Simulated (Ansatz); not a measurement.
## Ta3N in Ansatz: the effect of Hubbard term

Ta3N:

```
Ta N
1.0
     3.03222    0.00000    0.00000
    -1.51611    2.62598    0.00000
     0.00000    0.00000    7.52414
Ta N
3 1
Direct
  0.66667 0.33333 0.82607
  0.33333 0.66667 0.17393
  0.00000 0.00000 0.50000
  0.00000 0.00000 0.00000
```

The cell comes from a database or a generator and needn't be the stable form of this composition.

Alike in all runs:

```yaml
Program: Ansatz 0.2.0
Task: density of states
Functional: PBEsol
Potentials_or_basis: all-electron LAPW, scalar-relativistic
Cutoff: 336 eV
Density_cutoff: 1344 eV
Basis_error_allowed: 0.002 eV/atom
k_mesh: 10 × 10 × 4
Occupations: fermi-dirac, width 0.05 eV
Spin: no spin polarisation
```

Problem. One run gave: pressure -6.4 GPa; largest force 0.33 eV/Å. Which Hubbard term did it use?
A. Ta d U = 8 eV
B. Ta d U = 4 eV
C. Ta d U = 6 eV
D. Ta d U = 2 eV

Solution. D.

```csv
Hubbard term,pressure (GPa),largest force (eV/Å)
Ta d U = 2 eV,-6.4,0.33
Ta d U = 4 eV,-4.5,0.28
Ta d U = 6 eV,-1.7,0.32
Ta d U = 8 eV,7.7,0.79
```

Caveats: U is the effective U less J, on atomic orbitals that reach past the spheres; U without spin polarisation on a metal has little footing.

Not every run made on this cell is shown here.
